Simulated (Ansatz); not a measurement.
# SiH₃Br (singlet): wave-function methods side by side at a displaced geometry (v1), cc-pVDZ

The task here is to estimate one member of a computed series from the others.

Computed with Ansatz 0.2.0, Gaussian basis. Level: cc-pVDZ, core rule «outside noble gas», up to 19 orbitals frozen.

To be run: UHF; CCSD(T) on RHF; BCCD(T) on RHF; CISD; CCSDT(Q) on RHF.

15 further runs of the same task are left out: 1 for a known fault of the program, 6 that didn't finish, 8 set aside as unsound or not needed.

## The geometry

The geometry is a PBE0/def2-TZVP stationary point (not a proven minimum) with its atoms shifted at random (size 0.040 Å). No spin-orbit coupling is included. The filled d shell of Br may be among the frozen orbitals whatever the setting's name suggests; the logs give the count.

5 atoms, charge 0, spin multiplicity 1.

Atoms are counted from 1 here; the program's logs count them from 0.

Bond lengths: Si1–Br2 2.219 Å, Si1–H3 1.508 Å, Si1–H4 1.489 Å, Si1–H5 1.577 Å. Angles: Br2–Si1–H3 106.6°, Br2–Si1–H4 110.6°, Br2–Si1–H5 110.6°, H3–Si1–H4 113.3°, H3–Si1–H5 107.5°, H4–Si1–H5 108.3°.

Set-up of the first run:

Input file in.yaml:

```yaml
crystal:
  periodic: [false, false, false]
  atoms:
    - {symbol: Si, position_ang: [-1.583299, 0.000526, 0.013344]}
    - {symbol: Br, position_ang: [0.635469, -0.000336, -0.003307]}
    - {symbol: H, position_ang: [-2.013368, 1.445247, -0.037416]}
    - {symbol: H, position_ang: [-2.098620, -0.726307, 1.206208]}
    - {symbol: H, position_ang: [-2.147054, -0.706968, -1.278469]}
basis:
  gaussian: {orbitals: cc-pVDZ}
magnetization: {spin_polarized: true, initial_magnetization: 0}
hamiltonian: {xc: hf}
output: {orbitals: {seedname: orbitals}}
```

Started as:

```bash
$ ansatz run in.yaml --threads 1 --pin off --events-out ev --progress --plain --max-ram 2393MiB
```

Among the steps run: UHF; CCSD(T) on RHF; BCCD(T) on RHF; CISD; CCSDT(Q) on RHF.

One table of the session follows, with a row left open; its other results are not shown here.

```
   method  from RCCSDT(Q) (kJ/mol)
      RHF                        ?
     RMP2                   +105.5
     CISD                    +73.5
    RCCSD                    +16.2
 RCCSD(T)                     +2.9
  BCCD(T)                     +2.8
   RCCSDT                     +1.0
RCCSDT(Q)                        0
```

Estimate the missing values for RHF.

The run gave: from RCCSDT(Q) (kJ/mol): +682.0. In the column «from RCCSDT(Q) (kJ/mol)» it is the highest.
